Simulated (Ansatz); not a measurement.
**C5H12Cl2Si2: one species, many methods**

The task here is to estimate one member of a computed series from the others.

Program: Ansatz 0.2.0, Gaussian basis. Level of theory: functionals in def2-TZVPP, the program's frozen cores in correlated methods. These are calculated values, not measurements.

The runs, in order: LDA (SPW92), PBE-D4, revPBE-D4, BLYP-D4, r2SCAN-D4, B97M-V, PBE0-D4, B3LYP-D4, r2SCANh-D4, r2SCAN0-D4, HSE06-D4, BHLYP-D4, CAM-B3LYP-D4, LC-ωPBE, ωB97X-V, ωB97M-V, B2PLYP, PBE-QIDH; CCSD(T)/def2-SVP; CCSD(T)/def2-TZVPP; MP2/def2-QZVPP; extrapolation to the limit; RPA on PBE.

### Structure used throughout

The geometry comes from an earlier relaxation with PBE0-D4 in a triple-zeta def2 set; it is a stationary point, not always the lowest conformer.

SMILES `C[SiH](C)/C=C/[Si](C)(Cl)Cl`, 21 atoms, charge 0, spin multiplicity 1.

Atoms are counted from 1 here; the program's logs count them from 0.

Bond lengths: C1–Si2 1.871 Å, C1–H10 1.093 Å, C1–H11 1.092 Å, C1–H12 1.093 Å, Si2–C3 1.871 Å, Si2–C4 1.872 Å, Si2–H13 1.491 Å, C3–H14 1.093 Å, C3–H15 1.093 Å, C3–H16 1.092 Å, C4–C5 1.338 Å, C4–H17 1.093 Å, C5–Si6 1.847 Å, C5–H18 1.090 Å, Si6–C7 1.850 Å, Si6–Cl8 2.058 Å, Si6–Cl9 2.058 Å, C7–H19 1.092 Å and more. Angles: Si2–C1–H10 110.9°, Si2–C1–H11 111.1°, Si2–C1–H12 110.8°, H10–C1–H11 108.0°, H10–C1–H12 107.8°, H11–C1–H12 108.1°, C1–Si2–C3 110.5°, C1–Si2–C4 109.9°, C1–Si2–H13 110.0°, C3–Si2–C4 109.9°, C3–Si2–H13 110.0°, C4–Si2–H13 106.4°, Si2–C3–H14 111.0°, Si2–C3–H15 110.7°, Si2–C3–H16 111.1°, H14–C3–H15 107.8°, H14–C3–H16 108.0°, H15–C3–H16 108.1° and more.

The first run:

Input file in.yaml:

```yaml
crystal:
  periodic: [false, false, false]
  atoms:
    - {symbol: C, position_ang: [-2.613429, -0.727145, -1.307997]}
    - {symbol: Si, position_ang: [-1.096834, 0.360893, -1.442525]}
    - {symbol: C, position_ang: [-0.143864, -0.030803, -3.004672]}
    - {symbol: C, position_ang: [0.000577, 0.109925, 0.053353]}
    - {symbol: C, position_ang: [0.322849, 1.081440, 0.914440]}
    - {symbol: Si, position_ang: [1.407073, 0.807926, 2.383924]}
    - {symbol: C, position_ang: [2.004413, -0.932515, 2.572468]}
    - {symbol: Cl, position_ang: [3.029662, 2.065425, 2.244705]}
    - {symbol: Cl, position_ang: [0.367224, 1.349883, 4.074597]}
    - {symbol: H, position_ang: [-2.334654, -1.783877, -1.274822]}
    - {symbol: H, position_ang: [-3.181779, -0.498676, -0.403757]}
    - {symbol: H, position_ang: [-3.271814, -0.582058, -2.168444]}
    - {symbol: H, position_ang: [-1.496747, 1.797560, -1.435463]}
    - {symbol: H, position_ang: [0.188888, -1.072304, -3.009048]}
    - {symbol: H, position_ang: [-0.768346, 0.124287, -3.888342]}
    - {symbol: H, position_ang: [0.738255, 0.606583, -3.096688]}
    - {symbol: H, position_ang: [0.401459, -0.890434, 0.233728]}
    - {symbol: H, position_ang: [-0.068624, 2.085743, 0.749446]}
    - {symbol: H, position_ang: [2.634152, -1.009138, 3.460778]}
    - {symbol: H, position_ang: [2.595041, -1.233560, 1.704379]}
    - {symbol: H, position_ang: [1.162199, -1.618556, 2.686838]}
basis:
  gaussian: {orbitals: def2-TZVPP}
hamiltonian: {xc: lda}
output: {orbitals: {seedname: orbitals}}
```

Among the steps run: LDA; PBE-D4 (GGA); revPBE-D4 (GGA); BLYP-D4 (GGA); r2SCAN-D4 (meta-GGA); B97M-V (meta-GGA); PBE0-D4 (hybrid); B3LYP-D4 (hybrid); r2SCANh-D4 (hybrid); r2SCAN0-D4 (hybrid); HSE06-D4 (hybrid); BHLYP-D4 (hybrid); CAM-B3LYP-D4 (range-separated); LC-ωPBE (range-separated); ωB97X-V (range-separated); ωB97M-V (range-separated); B2PLYP (double hybrid); PBE-QIDH (double hybrid).

One of the session's tables, all rows but one given; the rest of the session is left out.

It belongs to the step «Frontier levels by functional». 

```
  functional  HOMO (eV)  gap (eV)
 LDA (SPW92)      -6.91      4.60
      PBE-D4      -6.80      4.73
   revPBE-D4      -6.74      4.77
     BLYP-D4      -6.70      4.81
   r2SCAN-D4          ?         ?
      B97M-V      -7.17      5.30
     PBE0-D4      -8.09      6.95
    B3LYP-D4      -7.84      6.54
  r2SCANh-D4      -7.55      5.98
  r2SCAN0-D4      -8.25      7.20
    HSE06-D4      -7.69      6.18
    BHLYP-D4      -9.06      9.03
CAM-B3LYP-D4      -9.39      9.42
     LC-ωPBE     -10.77     11.89
     ωB97X-V     -10.40     11.45
     ωB97M-V     -10.28     11.20
```

Q: Estimate the row for r2SCAN-D4 from the others.

Worked estimate for «HOMO (eV)». Against the share of exact exchange, r2SCANh-D4 (0.1, -7.55), r2SCAN0-D4 (0.25, -8.25) give a slope of -4.67 per unit share; at 0 the line stands at -7.08.

**Answer.** HOMO (eV): -7.07; gap (eV): 5.16. In «HOMO (eV)» the line misses by -0.01.
